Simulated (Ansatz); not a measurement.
**ZnSe (F-43m): cell relaxations under several functionals in Python**

Wanted for ZnSe (F-43m): cell relaxations under several functionals.

Computed with Ansatz 0.2.0, driven from Python. The levels of theory stand in the script.

## Step 1: Starting point

The structure is cubic, space group F-43m (No. 216). The conventional cell has a = 5.668 Å, b = 5.668 Å, c = 5.668 Å, α = 90.00°, β = 90.00°, γ = 90.00°. Zn (site symmetry -43m) is surrounded by 4 Se at 2.45 Å. Around Se (site symmetry -43m) lie 4 Zn at 2.45 Å.

No structure file is read: the coordinates are typed or built in the script.

## Step 2: The script

znse_lattice.py

```python
"""Relaxed cell of ZnSe under several functionals."""

import ansatz as az
import numpy as np

def edges_and_angles(cell):
    cell = np.asarray(cell)
    a, b, c = np.linalg.norm(cell, axis=1)
    cosines = cell[1] @ cell[2] / (b * c), cell[0] @ cell[2] / (a * c), cell[0] @ cell[1] / (a * b)
    return (a, b, c, *np.degrees(np.arccos(cosines)))

znse = (
    az.Lattice.of((0.0, 2.8338, 2.8338), (2.8338, 0.0, 2.8338), (2.8338, 2.8338, 0.0))
    .atom("Zn", (0.0, 0.0, 0.0))
    .atom("Se", (0.25, 0.25, 0.25))
)

model = znse.calculation()
model = model.kpoints(7)
model = model.occupations("fixed")
model = model.relax(cell=True)

levels = [("pbe", "d3bj"), ("revpbe", "d3bj"), ("pbe", "d4")]
print("level            a       b       c    alpha   beta  gamma  V/atom  steps")
for name, dispersion in levels:
    seen = []
    run = model.functional(name, dispersion=dispersion).session().plan()
    res = run.execute(on_event=lambda e: seen.append(e) if e["event"] == "relax_step" else None)
    cell = res.lattice.cell_ang
    label = name if dispersion == "none" else f"{name}+{dispersion}"
    print("{:13s} {:7.4f} {:7.4f} {:7.4f} {:6.2f} {:6.2f} {:6.2f}".format(label, *edges_and_angles(cell)), f"{abs(np.linalg.det(cell)) / len(res.lattice.sites):7.3f} {len(seen):5d}")
```

## Step 3: The calls as engine input

The package turns the script's settings into the engine's input (first run):

```yaml
crystal:
  lattice:
    - [0.0, 2.8338, 2.8338]
    - [2.8338, 0.0, 2.8338]
    - [2.8338, 2.8338, 0.0]
  atoms:
    - { symbol: Zn, position: [0.0, 0.0, 0.0] }
    - { symbol: Se, position: [0.25, 0.25, 0.25] }
kpoints:
  mp_grid:
    grid: [7, 7, 7]
hamiltonian:
  xc: pbe
  dispersion: d3bj
scf:
  occupations:
    method: fixed
relax:
  cell: {}
```

## Step 4: The run

The run is started by

```
python znse_lattice.py
```

**Question.** Rank the levels of theory by the volume of the relaxed cell.

**Answer**, as computed:

```
       quantity                                          value
  runs compared                                              3
 relaxed volume  22.27 (revpbe d3bj) to 22.65 Å³/atom (pbe d4)
gap on the mesh                1.31 (run 3) to 1.50 eV (run 2)
```

What this shows: From smallest to largest: revPBE+D3BJ (22.27 Å³ an atom, -2.1 % against the start), PBE+D3BJ (22.61 Å³ an atom, -0.7 % against the start) and PBE+D4 (22.65 Å³ an atom, -0.5 % against the start). The spread is 1.7 % in volume. In run 1, over 2 moves the cell shrank by 0.7 % in volume, and the space group stayed F-43m. In run 3, over 2 moves the cell shrank by 0.5 % in volume, and the space group stayed F-43m. The starting cell is as deposited in a crystallographic database.
